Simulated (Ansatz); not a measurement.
**CH2AlFSi: molecular dynamics**

Aim: follow the molecule's vibrations and see whether its bonds hold. The start is relaxed first. Runs: 300 steps of 0.5 fs at constant energy, with velocities drawn for 300 K. SMILES of the start: F[Si]#[C][AlH2].

Method: RKS PBE0-D4/def2-SVP, in Ansatz 0.2.0.

## (1) The starting structure

Bond lengths: F1–Si2 1.602 Å, Si2–C3 1.718 Å, C3–Al4 1.966 Å, Al4–H5 1.565 Å, Al4–H6 1.552 Å. Angles: F1–Si2–C3 171.5°, Si2–C3–Al4 99.4°, C3–Al4–H5 124.3°, C3–Al4–H6 127.8°, H5–Al4–H6 107.8°.

As a file:

```xyz
6

F     1.8025   -2.4282    0.3504
Si    0.8133   -1.2255    0.7265
C    -0.2279   -0.0198    1.3692
Al   -0.6713    0.9396   -0.2885
H    -0.1071    0.5697   -1.7004
H    -1.6095    2.1642   -0.4572
```

## (2) Preparing the start

The input, input.yaml:

```yaml
crystal:
  periodic: [false, false, false]
  atoms:
    - { symbol: F, position_ang: [1.8025, -2.42824, 0.35041] }
    - { symbol: Si, position_ang: [0.81327, -1.22553, 0.72651] }
    - { symbol: C, position_ang: [-0.22791, -0.01978, 1.36924] }
    - { symbol: Al, position_ang: [-0.6713, 0.93965, -0.2885] }
    - { symbol: H, position_ang: [-0.10708, 0.56969, -1.70042] }
    - { symbol: H, position_ang: [-1.60948, 2.16421, -0.45724] }
basis:
  gaussian: { orbitals: def2-SVP }
hamiltonian:
  xc: pbe0
  dispersion: d4
relax:
  f_tol: 0.02
  max_steps: 40
scf:
  lower_state_search: "off"
output:
  orbitals: {}
```

On the command line:

```console
> ansatz run input.yaml --threads 1 --pin off --max-ram 2048MiB --backend cpu --events-out ev --progress --plain --runs-dir out
```

The log of the run (excerpt; [...] marks lines left out):

```text
Warning: RAYON_NUM_THREADS=1 ignored (pool sized by the plan → 1); use --threads N
[...]
Functional definition: PBE0
[...]
756 factors; integrals over basis functions are off by at most 3.9e-4 eV
[...]
mean field -18239.58403335 eV, -670.2923499914 hartree, gradient 2.0e-6 eV, S^2 0.000000; 0 other end points of the search recorded, 0 dependent functions left out
[...]
reference -18239.58406076 eV, -670.2923509988 hartree; 22, 22 occupied and 52, 52 virtual orbitals, 756 factors
relax step   1: F+E_penalty+E_count = -18239.69645138 eV  Δ(F+E_penalty+E_count) = +0.000e0 eV  max|allowed force component| = 1.478e0 eV/Å  Δτ_max = 0.0000 Å  (15 SCF iters, accepted)
[...]
relax step   5: F+E_penalty+E_count = -18239.97799858 eV  Δ(F+E_penalty+E_count) = -5.849e-2 eV  max|allowed force component| = 1.025e0 eV/Å  Δτ_max = 0.1751 Å  (20 SCF iters, accepted)
[...]
relax step   9: F+E_penalty+E_count = -18240.08207623 eV  Δ(F+E_penalty+E_count) = +6.988e-3 eV  max|allowed force component| = 3.097e-1 eV/Å  Δτ_max = 0.1443 Å  (22 SCF iters, rejected (line search))
[...]
relax step  13: F+E_penalty+E_count = -18240.11533068 eV  Δ(F+E_penalty+E_count) = -4.944e-4 eV  max|allowed force component| = 9.462e-2 eV/Å  Δτ_max = 0.0278 Å  (21 SCF iters, accepted)
[...]
relax step  15: F+E_penalty+E_count = -18240.11575167 eV  Δ(F+E_penalty+E_count) = -1.807e-4 eV  max|allowed force component| = 2.775e-2 eV/Å  Δτ_max = 0.0084 Å  (17 SCF iters, accepted)
[...]
relax step  16: F+E_penalty+E_count = -18240.11583556 eV  Δ(F+E_penalty+E_count) = -8.389e-5 eV  max|allowed force component| = 1.075e-2 eV/Å  Δτ_max = 0.0069 Å  (16 SCF iters, accepted)
Total energy: -18240.11586393 eV, -670.3118944048 hartree
Atom 0 at     1.760876    -2.620781     1.404019 Å, force    -0.001353     0.002363    -0.002295 eV/Å
Atom 1 at     1.072256    -1.498946     0.471247 Å, force     0.002027    -0.003336     0.002119 eV/Å
Atom 2 at     0.030303    -0.203218     0.646714 Å, force    -0.001902     0.003060    -0.001850 eV/Å
Atom 3 at    -0.733158     1.081541    -0.546317 Å, force     0.006585    -0.010285     0.007865 eV/Å
Atom 4 at    -0.434592     1.091862    -2.104933 Å, force     0.002143    -0.000064    -0.010754 eV/Å
Atom 5 at    -1.695686     2.149542     0.129270 Å, force    -0.007500     0.008262     0.004916 eV/Å
Dipole moment:     0.162923    -0.180357    -0.115303 e Å
Checks for a lower state left out: stability, starts, cluster_reference, orbital_swaps, neighbouring_geometries, increment
```

Wall time 43 s (1 thread of an x86-64 CPU, shared host); peak memory 0.17 GiB.

The steps of the relaxation:

```
step  energy from step 1 (eV)  largest force component (eV/Å)
   1                   0.0000                          1.4779
   2                  -0.1553                          0.5772
   3                  -0.1855                          0.2513
   4                  -0.2231                          0.4794
   5                  -0.2815                          1.0249
   6                  -0.3204                          0.9983
   7                  -0.3546                          0.9397
   8                  -0.3926                          1.0203
  9x                  -0.3856                          0.3097
  10                  -0.4165                          0.0694
 11x                  -0.4157                          0.1775
  12                  -0.4184                          0.0665
  13                  -0.4189                          0.0946
  14                  -0.4191                          0.0388
  15                  -0.4193                          0.0278
  16                  -0.4194                          0.0108
```

Step 1 is the start. 2 steps were tried and not accepted (marked x).

After: Bond lengths: F1–Si2 1.613 Å, Si2–C3 1.672 Å, C3–Al4 1.912 Å, Al4–H5 1.587 Å, Al4–H6 1.589 Å. Angles: F1–Si2–C3 138.1°, Si2–C3–Al4 134.7°, C3–Al4–H5 122.8°, C3–Al4–H6 115.4°, H5–Al4–H6 121.8°.

## (3) Dynamics

300 steps of 0.5 fs at constant energy, with velocities drawn for 300 K, from the relaxed start.

The input, input.yaml:

```yaml
crystal:
  periodic: [false, false, false]
  atoms:
    - { symbol: F, position_ang: [1.760876, -2.620781, 1.404019] }
    - { symbol: Si, position_ang: [1.072256, -1.498946, 0.471247] }
    - { symbol: C, position_ang: [0.030303, -0.203218, 0.646714] }
    - { symbol: Al, position_ang: [-0.733158, 1.081541, -0.546317] }
    - { symbol: H, position_ang: [-0.434592, 1.091862, -2.104933] }
    - { symbol: H, position_ang: [-1.695686, 2.149542, 0.12927] }
basis:
  gaussian: { orbitals: def2-SVP }
hamiltonian:
  xc: pbe0
  dispersion: d4
md:
  timestep: 0.5
  n_steps: 300
  ensemble: nve
  temperature: 300.0
  initial_velocities: maxwell_boltzmann
  seed: 269937
scf:
  lower_state_search: "off"
```

On the command line:

```console
> ansatz run input.yaml --threads 1 --pin off --max-ram 2048MiB --backend cpu --events-out ev --progress --plain --runs-dir out
```

The log of the run (excerpt; [...] marks lines left out):

```text
Warning: RAYON_NUM_THREADS=1 ignored (pool sized by the plan → 1); use --threads N
[...]
Functional definition: PBE0
[...]
752 factors; integrals over basis functions are off by at most 4.0e-4 eV
[...]
mean field -18240.00830123 eV, -670.3079415487 hartree, gradient 5.5e-6 eV, S^2 0.000000; 0 other end points of the search recorded, 0 dependent functions left out
[...]
reference -18240.00832948 eV, -670.3079425866 hartree; 22, 22 occupied and 52, 52 virtual orbitals, 752 factors
md step     0: t =     0.00 fs  T =   300.0 K  F+E_penalty+E_count = -18240.11583464 eV  E_kin = 0.155112 eV  conserved = -18239.96072264 eV  (15 SCF iters)
[...]
md step    20: t =    10.00 fs  T =   200.1 K  F+E_penalty+E_count = -18240.06393678 eV  E_kin = 0.103453 eV  conserved = -18239.96048416 eV  (16 SCF iters)
[...]
md step    40: t =    20.00 fs  T =   121.9 K  F+E_penalty+E_count = -18240.02318618 eV  E_kin = 0.063002 eV  conserved = -18239.96018461 eV  (16 SCF iters)
[...]
md step    60: t =    30.00 fs  T =   116.7 K  F+E_penalty+E_count = -18240.02044836 eV  E_kin = 0.060342 eV  conserved = -18239.96010654 eV  (15 SCF iters)
[...]
md step    78: t =    39.00 fs  T =   109.6 K  F+E_penalty+E_count = -18240.01677488 eV  E_kin = 0.056667 eV  conserved = -18239.96010745 eV  (16 SCF iters)
md step    79: t =    39.50 fs  T =   123.3 K  F+E_penalty+E_count = -18240.02391984 eV  E_kin = 0.063759 eV  conserved = -18239.96016115 eV  (15 SCF iters)
```

## (4) The log goes on: dynamics from the start

The log, continued (excerpt; [...] marks lines left out):

```text
md step    80: t =    40.00 fs  T =   143.2 K  F+E_penalty+E_count = -18240.03428475 eV  E_kin = 0.074042 eV  conserved = -18239.96024285 eV  (16 SCF iters)
[...]
md step   105: t =    52.50 fs  T =   213.2 K  F+E_penalty+E_count = -18240.07087700 eV  E_kin = 0.110247 eV  conserved = -18239.96062983 eV  (15 SCF iters)
[...]
md step   130: t =    65.00 fs  T =    54.3 K  F+E_penalty+E_count = -18239.98812570 eV  E_kin = 0.028071 eV  conserved = -18239.96005452 eV  (15 SCF iters)
[...]
md step   155: t =    77.50 fs  T =   168.3 K  F+E_penalty+E_count = -18240.04756411 eV  E_kin = 0.086996 eV  conserved = -18239.96056847 eV  (16 SCF iters)
[...]
md step   180: t =    90.00 fs  T =    21.9 K  F+E_penalty+E_count = -18239.97139968 eV  E_kin = 0.011343 eV  conserved = -18239.96005640 eV  (14 SCF iters)
md step   181: t =    90.50 fs  T =    15.5 K  F+E_penalty+E_count = -18239.96803232 eV  E_kin = 0.008002 eV  conserved = -18239.96003052 eV  (15 SCF iters)
md step   182: t =    91.00 fs  T =    19.1 K  F+E_penalty+E_count = -18239.96993171 eV  E_kin = 0.009885 eV  conserved = -18239.96004705 eV  (15 SCF iters)
```

## (5) The output, continued: dynamics from the start

Output, continued (excerpt; [...] marks lines left out):

```text
md step   183: t =    91.50 fs  T =    32.4 K  F+E_penalty+E_count = -18239.97683778 eV  E_kin = 0.016736 eV  conserved = -18239.96010186 eV  (15 SCF iters)
[...]
md step   204: t =   102.00 fs  T =   113.7 K  F+E_penalty+E_count = -18240.01919989 eV  E_kin = 0.058783 eV  conserved = -18239.96041697 eV  (16 SCF iters)
[...]
md step   225: t =   112.50 fs  T =   207.6 K  F+E_penalty+E_count = -18240.06796961 eV  E_kin = 0.107322 eV  conserved = -18239.96064749 eV  (16 SCF iters)
[...]
md step   246: t =   123.00 fs  T =   144.3 K  F+E_penalty+E_count = -18240.03506477 eV  E_kin = 0.074632 eV  conserved = -18239.96043327 eV  (16 SCF iters)
[...]
md step   298: t =   149.00 fs  T =   151.6 K  F+E_penalty+E_count = -18240.03878701 eV  E_kin = 0.078372 eV  conserved = -18239.96041489 eV  (16 SCF iters)
md step   299: t =   149.50 fs  T =   138.6 K  F+E_penalty+E_count = -18240.03198372 eV  E_kin = 0.071645 eV  conserved = -18239.96033894 eV  (16 SCF iters)
[...]
md step   300: t =   150.00 fs  T =   126.3 K  F+E_penalty+E_count = -18240.02556521 eV  E_kin = 0.065304 eV  conserved = -18239.96026108 eV  (16 SCF iters)
Total energy: -18240.02559348 eV, -670.3085770269 hartree
Atom 0 at     1.771675    -2.664358     1.248975 Å, force     0.157222    -0.282641     0.262361 eV/Å
Atom 1 at     1.035750    -1.426682     0.552574 Å, force    -0.698483     0.979570    -0.127692 eV/Å
Atom 2 at    -0.002951    -0.114433     0.819031 Å, force     0.503029    -0.665476    -0.254548 eV/Å
Atom 3 at    -0.691093     1.004899    -0.590799 Å, force    -0.731060     0.603173     1.087783 eV/Å
Atom 4 at    -0.233220     0.901413    -2.051741 Å, force     0.215268    -0.053019    -0.757022 eV/Å
Atom 5 at    -1.813177     2.141459    -0.130252 Å, force     0.554023    -0.581606    -0.210882 eV/Å
Dipole moment:     0.222531    -0.273294    -0.119577 e Å
Checks for a lower state left out: stability, starts, cluster_reference, orbital_swaps, neighbouring_geometries, increment
```

Run time: 11 min. Hardware: 1 thread of an x86-64 CPU, shared host; peak memory 0.25 GiB.

## (6) Frames and traces

The trajectory, every 22 steps (energies from step 0):

```
time (fs)  T (K)  potential energy change (meV/atom)  total energy change (meV/atom)
      0.0    300                                 0.0                            0.00
     11.0    173                                11.0                            0.06
     22.0     90                                18.2                            0.11
     33.0    169                                11.3                            0.05
     44.0    218                                 7.0                            0.02
     55.0    139                                14.0                            0.08
     66.0     90                                18.2                            0.09
     77.0    156                                12.4                            0.03
     88.0    117                                15.8                            0.05
     99.0     79                                19.2                            0.10
    110.0    144                                13.5                            0.05
    121.0    171                                11.2                            0.01
    132.0     93                                17.9                            0.07
    143.0     54                                21.3                            0.11
    150.0    126                                15.0                            0.08
```

time (fs), T (K) and a bar:
```
      0.0        300 ##############################
      6.5        153 ##############
     13.0        144 #############
     19.5        149 ##############
     26.0        260 ##########################
     32.5        151 ##############
     39.0        110 #########
     45.5        136 ############
     52.0        212 ####################
     58.5        165 ###############
     65.0         54 ###
     71.5        138 ############
     78.5        173 ################
     85.0        170 ################
     91.5         32 #
     98.0        116 ##########
    104.5        134 ############
    111.0        190 ##################
    117.5         26 
    124.0        110 #########
    130.5        151 ##############
    137.0        201 ###################
    143.5         58 ####
    150.0        126 ###########
```

Maxima of the velocity power spectrum (cm⁻¹, relative height; resolution about 440 cm⁻¹): 1220 (53), 1950 (100).

## (7) Snapshots as a file

Extended XYZ, with forces in eV/Å:

```xyz
6
time_fs=19.0 T=179 dE=0.0628
F     1.782   -2.650    1.347   -0.245    0.393   -0.254
Si    1.045   -1.464    0.511    1.064   -1.416    0.099
C     0.033   -0.195    0.697   -0.991    1.301   -0.049
Al   -0.724    1.067   -0.562    0.683   -0.770   -0.554
H    -0.346    0.975   -2.146   -0.127    0.062    0.490
H    -1.704    2.135   -0.034   -0.385    0.429    0.268
6
time_fs=37.5 T=116 dE=0.0957
F     1.789   -2.660    1.290    0.093   -0.184    0.256
Si    1.041   -1.457    0.542   -0.864    1.181   -0.177
C    -0.009   -0.131    0.763    0.818   -1.076   -0.110
Al   -0.709    1.041   -0.582    0.771   -0.623   -0.975
H    -0.300    0.961   -2.181   -0.192    0.022    0.723
H    -1.673    2.095   -0.046   -0.626    0.679    0.283
6
time_fs=56.0 T=120 dE=0.0938
F     1.787   -2.660    1.248   -0.020    0.013    0.107
Si    1.018   -1.425    0.562   -0.028    0.060   -0.130
C    -0.005   -0.128    0.790    0.166   -0.242    0.077
Al   -0.686    1.008   -0.581    0.733   -0.556   -1.216
H    -0.279    0.917   -2.192   -0.166   -0.008    0.837
H    -1.676    2.070   -0.126   -0.684    0.732    0.325
6
time_fs=75.0 T=77 dE=0.1156
F     1.784   -2.661    1.222   -0.262    0.432   -0.171
Si    1.002   -1.397    0.565    1.241   -1.686   -0.012
C     0.005   -0.139    0.830   -1.012    1.334   -0.007
Al   -0.675    0.990   -0.584    0.802   -0.810   -0.708
H    -0.184    0.773   -2.153   -0.273    0.177    0.736
H    -1.698    2.064   -0.182   -0.496    0.553    0.162
6
time_fs=94.0 T=162 dE=0.0713
F     1.776   -2.655    1.210    0.108   -0.180    0.168
Si    1.014   -1.405    0.558   -0.739    0.960    0.096
C    -0.026   -0.097    0.875    0.684   -0.875   -0.303
Al   -0.667    0.973   -0.587    0.201   -0.009   -0.550
H    -0.180    0.804   -2.135   -0.132    0.009    0.487
H    -1.712    2.107   -0.251   -0.121    0.094    0.101
6
time_fs=112.5 T=208 dE=0.0479
F     1.767   -2.646    1.207    0.239   -0.393    0.268
Si    1.010   -1.398    0.561   -0.386    0.561   -0.131
C    -0.015   -0.106    0.854    0.315   -0.425    0.033
Al   -0.661    0.965   -0.582   -0.242    0.343   -0.207
H    -0.171    0.780   -2.096   -0.088    0.069    0.143
H    -1.743    2.083   -0.171    0.163   -0.155   -0.107
6
time_fs=131.0 T=134 dE=0.0861
F     1.774   -2.663    1.227   -0.337    0.578   -0.283
Si    1.006   -1.389    0.556    1.342   -1.871    0.123
C     0.008   -0.133    0.839   -0.988    1.311   -0.032
Al   -0.668    0.977   -0.586   -0.503    0.385    0.538
H    -0.229    0.847   -2.088    0.092   -0.027   -0.214
H    -1.785    2.094   -0.158    0.394   -0.377   -0.131
6
time_fs=150.0 T=126 dE=0.0903
F     1.772   -2.664    1.249    0.157   -0.283    0.262
Si    1.036   -1.427    0.553   -0.699    0.980   -0.128
C    -0.003   -0.114    0.819    0.503   -0.665   -0.255
Al   -0.691    1.005   -0.591   -0.731    0.603    1.088
H    -0.233    0.901   -2.052    0.215   -0.053   -0.757
H    -1.813    2.142   -0.130    0.554   -0.582   -0.211
```

## (8) Outcome

| quantity | value |
| --- | --- |
| relaxation of the start | 13 moves, 0.419 eV lower |
| length | 300 steps of 0.5 fs |
| temperature, first and last step | 300 and 126 K |
| temperature, second half | mean 123 K, from 15 to 237 K |
| potential energy, second half | +15 meV/atom from the start |
| largest change of the total energy | 0.12 meV/atom |
| bonds formed or broken | 0 |

The temperature starts at 300 K and averages 123 K in the second half, where it ranges from 15 to 237 K. About half is expected from a start at a minimum: kinetic energy passes into potential energy until both shares match. The total energy strays from its start by at most 0.12 meV/atom, 1.0 % of the mean kinetic energy, which is good for a step of 0.5 fs. The bonds all hold. A run of 150 fs with 6 atoms shows the motion but fixes no equilibrium value. The nuclei move classically, without zero-point motion, which matters most for hydrogen.
